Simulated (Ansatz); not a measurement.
# AlPt: the cost of one run

Program: Ansatz 0.2.0. Level of theory: DFT PBEsol, scalar-relativistic, plane waves, PAW. These are calculated values, not measurements.

3 further runs of the same task are left out: 1 that didn't finish, 2 set aside as unsound or not needed.

## Step 1: The structure to begin with

The structure is cubic, space group P2_13 (No. 198). The conventional cell has a = 4.869 Å, b = 4.869 Å, c = 4.869 Å, α = 90.00°, β = 90.00°, γ = 90.00°. Al (site symmetry 3) is surrounded by 7 Pt at 2.60 to 2.61 Å. Pt (site symmetry 3) is surrounded by 7 Al at 2.60 to 2.61 Å.

Coordinates:

```
CELL_PARAMETERS angstrom
4.86850 0.00000 0.00000
0.00000 4.86850 0.00000
0.00000 0.00000 4.86850
ATOMIC_POSITIONS crystal
Al 0.84417 0.84417 0.84417
Al 0.65583 0.15583 0.34417
Al 0.34417 0.65583 0.15583
Al 0.15583 0.34417 0.65583
Pt 0.15398 0.15398 0.15398
Pt 0.34602 0.84602 0.65398
Pt 0.65398 0.34602 0.84602
Pt 0.84602 0.65398 0.34602
```

It goes back to an entry of the Materials Project, which need not be the stable form.

It is the result of an earlier relaxation at this level (volume 14.42 Å³/atom; gap on the mesh: none (metal)).

## Step 2: Zero of energy

Reference values: F = -51641.8619 eV; pressure 0.02 GPa; largest force 0.003 eV/Å; gap on the mesh none (metal). It was computed beforehand with the settings of the runs below.

## Step 3: The scan: a two-dimensional strain map

The cell is strained by p along both x and y and by q along z, with fractional coordinates fixed.

## Step 4: Point p = -0.030, q = -0.030

File input.yaml:

```yaml
crystal:
  lattice:
    - [4.7224492663, 0.0, 0.0]
    - [0.0, 4.7224492663, 0.0]
    - [0.0, 0.0, 4.7224492663]
  atoms:
    - { symbol: Al, position: [0.8441717379, 0.8441717379, 0.8441717379] }
    - { symbol: Al, position: [0.6558282621, 0.1558282621, 0.3441717379] }
    - { symbol: Al, position: [0.3441717379, 0.6558282621, 0.1558282621] }
    - { symbol: Al, position: [0.1558282621, 0.3441717379, 0.6558282621] }
    - { symbol: Pt, position: [0.153982812, 0.153982812, 0.153982812] }
    - { symbol: Pt, position: [0.346017188, 0.846017188, 0.653982812] }
    - { symbol: Pt, position: [0.653982812, 0.346017188, 0.846017188] }
    - { symbol: Pt, position: [0.846017188, 0.653982812, 0.346017188] }
basis:
  ecutwfc: 420
kpoints:
  mp_grid: { grid: [8, 8, 8] }
hamiltonian:
  xc: pbesol
scf:
  occupations: { method: gaussian, width: 0.15 }
output:
  forces: true
  stress: true
  eigenvalues: true
```

The run is started by

```
$ ansatz run input.yaml --threads 2 --pin off --max-ram 5120MiB --backend cpu --events-out ev --progress --plain --runs-dir out
```

Q: Estimate wall time and peak memory on 2 threads of Arm Neoverse N1, shared host.

About 16 s, with a peak of 0.43 GiB.
